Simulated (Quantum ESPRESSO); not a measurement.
# TiSn (Fm-3m) in Quantum ESPRESSO: equation of state, part 2 of 2

Quantum ESPRESSO 7.5. The steps go on from the part before.

### 7 Single point, PBE, 22.84 Å³/atom

pw.in reads:

```
&CONTROL
  calculation = 'scf'
  prefix = 'pwscf'
  outdir = './tmp'
  pseudo_dir = './pseudo'
  tstress = .true.
  disk_io = 'nowf'
/
&SYSTEM
  ibrav = 0
  nat = 2
  ntyp = 2
  ecutwfc = 60
  ecutrho = 480
  nbnd = 20
  occupations = 'smearing'
  smearing = 'fd'
  degauss = 0.00367493
/
&ELECTRONS
  conv_thr = 4d-10
  electron_maxstep = 120
  mixing_beta = 0.5
/
ATOMIC_SPECIES
Ti    47.8670 ti_pbe_v1.4.uspp.F.UPF
Sn   118.7100 Sn_pbe_v1.uspp.F.UPF
CELL_PARAMETERS angstrom
   0.0000000000    2.8374035684    2.8374035684
   2.8374035684    0.0000000000    2.8374035684
   2.8374035684    2.8374035684    0.0000000000
ATOMIC_POSITIONS crystal
Ti     0.0000000000    0.0000000000    0.0000000000
Sn     0.5000000000    0.5000000000    0.5000000000
K_POINTS automatic
8 8 8 0 0 0
```

Potentials or basis: SSSP 1.3 efficiency PBE.

Run with:

```
$ OMP_NUM_THREADS=1 pw.x -in pw.in > pw.out
```

pw.out:

```text
This program is part of the open-source Quantum ESPRESSO suite
     for quantum simulation of materials; please cite
         "P. Giannozzi et al., J. Phys.:Condens. Matter 21 395502 (2009);
         "P. Giannozzi et al., J. Phys.:Condens. Matter 29 465901 (2017);
         "P. Giannozzi et al., J. Chem. Phys. 152 154105 (2020);
     in publications or presentations arising from this work. More details at

     Message from routine setup:
     using ibrav=0 with symmetry is DISCOURAGED, use correct ibrav instead

     G-vector sticks info
     --------------------
     sticks:   dense  smooth     PW     G-vecs:    dense   smooth      PW
     Sum        1903     955    283                54769    19579    3143

     Using Slab Decomposition

     bravais-lattice index     =            0
     lattice parameter (alat)  =       7.5829  a.u.
     unit-cell volume          =     308.3116 (a.u.)^3
     number of atoms/cell      =            2
     number of atomic types    =            2
     number of electrons       =        26.00
     number of Kohn-Sham states=           20
     kinetic-energy cutoff     =      60.0000  Ry
     charge density cutoff     =     480.0000  Ry
     scf convergence threshold =      4.0E-10
     mixing beta               =       0.5000
     number of iterations used =            8  plain     mixing
     Exchange-correlation= SLA  PW   PBE  PBE
                           (   1   4   3   4   0   0   0)

     celldm(1)=   7.582894  celldm(2)=   0.000000  celldm(3)=   0.000000
     celldm(4)=   0.000000  celldm(5)=   0.000000  celldm(6)=   0.000000

     crystal axes: (cart. coord. in units of alat)
               a(1) = (   0.000000   0.707107   0.707107 )
               a(2) = (   0.707107   0.000000   0.707107 )
               a(3) = (   0.707107   0.707107   0.000000 )

     reciprocal axes: (cart. coord. in units 2 pi/alat)
               b(1) = ( -0.707107  0.707107  0.707107 )
               b(2) = (  0.707107 -0.707107  0.707107 )
               b(3) = (  0.707107  0.707107 -0.707107 )

     PseudoPot. # 1 for Ti read from file:
     ti_pbe_v1.4.uspp.F.UPF
     Pseudo is Ultrasoft + core correction, Zval = 12.0
     Generated by new atomic code, or converted to UPF format
     Using radial grid of  851 points,  6 beta functions with:
                l(1) =   0
                l(2) =   0
                l(3) =   1
                l(4) =   1
[... 32 lines left out ...]
                       cart. coord. in units 2pi/alat
        k(    1) = (   0.0000000   0.0000000   0.0000000), wk =   0.0039062
        k(    2) = (   0.0883883   0.0883883  -0.0883883), wk =   0.0312500
        k(    3) = (   0.1767767   0.1767767  -0.1767767), wk =   0.0312500
        k(    4) = (   0.2651650   0.2651650  -0.2651650), wk =   0.0312500
        k(    5) = (  -0.3535534  -0.3535534   0.3535534), wk =   0.0156250
        k(    6) = (   0.1767767   0.0000000   0.0000000), wk =   0.0234375
[... 21 lines left out ...]
        k(   28) = (  -0.7071068   0.1767767  -0.0000000), wk =   0.0468750
        k(   29) = (  -0.7071068   0.3535534   0.0000000), wk =   0.0234375

     Dense  grid:    54769 G-vectors     FFT dimensions: (  54,  54,  54)

     Smooth grid:    19579 G-vectors     FFT dimensions: (  40,  40,  40)

     Check: negative core charge=   -0.000004

     Initial potential from superposition of free atoms

     starting charge      23.9999, renormalised to      26.0000

     negative rho (up, down):  1.503E-03 0.000E+00
     Starting wfcs are   19 randomized atomic wfcs +    1 random wfcs

     Self-consistent Calculation

     iteration #  1     ecut=    60.00 Ry     beta= 0.50
     Davidson diagonalization with overlap
     ethr =  1.00E-02,  avg # of iterations =  5.2

     negative rho (up, down):  1.617E-03 0.000E+00
[... 76 lines left out ...]
     iteration # 10     ecut=    60.00 Ry     beta= 0.50
     Davidson diagonalization with overlap
     ethr =  7.29E-10,  avg # of iterations =  1.8

     negative rho (up, down):  3.242E-04 0.000E+00

     End of self-consistent calculation

          k = 0.0000 0.0000 0.0000 (  2421 PWs)   bands (ev):

   -46.0783 -22.3298 -22.3298 -22.3298  -9.5554  -9.5554  -9.4966  -9.4966
    -9.4966   1.8294  11.4187  11.4187  11.4187  11.7252  11.7252  14.4811
    14.4811  14.4811  19.1773  19.2861
[... 111 lines left out ...]
   -46.0763 -22.3488 -22.3454 -22.3388  -9.5543  -9.5321  -9.4971  -9.4654
    -9.4609   4.6474   8.4180   8.6706  10.4287  11.7501  12.3762  12.7750
    13.2026  13.9151  16.8576  20.0825

          k =-0.7071 0.0000 0.0000 (  2450 PWs)   bands (ev):

   -46.0763 -22.3525 -22.3392 -22.3392  -9.5619  -9.5377  -9.5133  -9.4555
    -9.4555   4.4439   8.0538  10.4077  11.4678  11.4678  12.1086  12.5371
    12.5371  13.2154  15.5389  18.4898

          k = 0.3536 0.1768 0.0000 (  2428 PWs)   bands (ev):
[... 31 lines left out ...]
   -46.0763 -22.3490 -22.3443 -22.3390  -9.5505  -9.5299  -9.4827  -9.4809
    -9.4618   4.5449   8.1553   8.9511   9.9863  12.1985  12.2510  12.9821
    13.0204  14.3408  18.3805  20.2730

          k =-0.7071 0.1768-0.0000 (  2410 PWs)   bands (ev):

   -46.0762 -22.3506 -22.3412 -22.3406  -9.5584  -9.5342  -9.5044  -9.4635
    -9.4555   4.5795   8.2401   9.6737  10.1853  12.0656  12.5369  12.5608
    12.6195  13.3247  16.9600  18.9667

          k =-0.7071 0.3536 0.0000 (  2400 PWs)   bands (ev):

   -46.0762 -22.3459 -22.3459 -22.3420  -9.5558  -9.5298  -9.4835  -9.4835
    -9.4555   4.7347   8.7971   8.7971   9.4392  12.5049  12.5049  12.5367
    12.7196  13.3665  19.9995  20.0714

     the Fermi energy is    11.3080 ev

!    total energy              =    -282.50021147 Ry
     estimated scf accuracy    <          4.2E-11 Ry
     smearing contrib. (-TS)   =      -0.00057837 Ry
     internal energy E=F+TS    =    -282.49963309 Ry

     The total energy is F=E-TS. E is the sum of the following terms:
     one-electron contribution =    -102.21582252 Ry
     hartree contribution      =      64.86391652 Ry
     xc contribution           =     -65.64067398 Ry
     ewald contribution        =    -179.50705311 Ry

     convergence has been achieved in  10 iterations

     Computing stress (Cartesian axis) and pressure

     negative rho (up, down):  3.242E-04 0.000E+00
          total   stress  (Ry/bohr**3)                   (kbar)     P=      -30.14
  -0.00020491   0.00000000   0.00000000          -30.14        0.00        0.00
   0.00000000  -0.00020491   0.00000000            0.00      -30.14        0.00
   0.00000000   0.00000000  -0.00020491            0.00        0.00      -30.14

=------------------------------------------------------------------------------=
   JOB DONE.
=------------------------------------------------------------------------------=
```

It took 36 s on 1 thread of Arm Neoverse V1, shared host; peak memory 0.24 GiB.

What came out:

- Free energy: -3843.6112 eV
- Pressure: -3.0 GPa
- Band gap on the k mesh: none (metal or under the smearing width)

### 8 Single point, PBE, 23.28 Å³/atom

pw.in: that of step 7 with these lines changed.

```diff
@@ -28,5 +28,5 @@
 CELL_PARAMETERS angstrom
-   0.0000000000    2.8374035684    2.8374035684
-   2.8374035684    0.0000000000    2.8374035684
-   2.8374035684    2.8374035684    0.0000000000
+   0.0000000000    2.8554766898    2.8554766898
+   2.8554766898    0.0000000000    2.8554766898
+   2.8554766898    2.8554766898    0.0000000000
 ATOMIC_POSITIONS crystal
```

Run with:

```
$ OMP_NUM_THREADS=1 pw.x -in pw.in > pw.out
```

It took 37 s on 1 thread of Arm Neoverse V1, shared host; peak memory 0.25 GiB.

Results (log left out):

```
Free energy            : -3843.5912 eV
Pressure               : -4.3 GPa
Band gap on the k mesh : none (metal or under the smearing width)
```

### 9 Equation of state, PBE

Potentials or basis: SSSP 1.3 efficiency PBE.

This step only gathers the single runs of the series.

Results:

```yaml
Equilibrium_volume: 21.97 Å³/atom
Bulk_modulus: 83 GPa
Pressure_derivative_of_the_bulk_modulus: 4.3
```

Energy against volume, from the lowest point:
| volume (Å³/atom) | energy (meV/atom) |
| --- | --- |
| 20.647 | 23.18 |
| 21.086 | 9.97 |
| 21.526 | 2.44 |
| 21.965 | 0.00 |
| 22.404 | 2.15 |
| 22.844 | 8.43 |
| 23.283 | 18.42 |
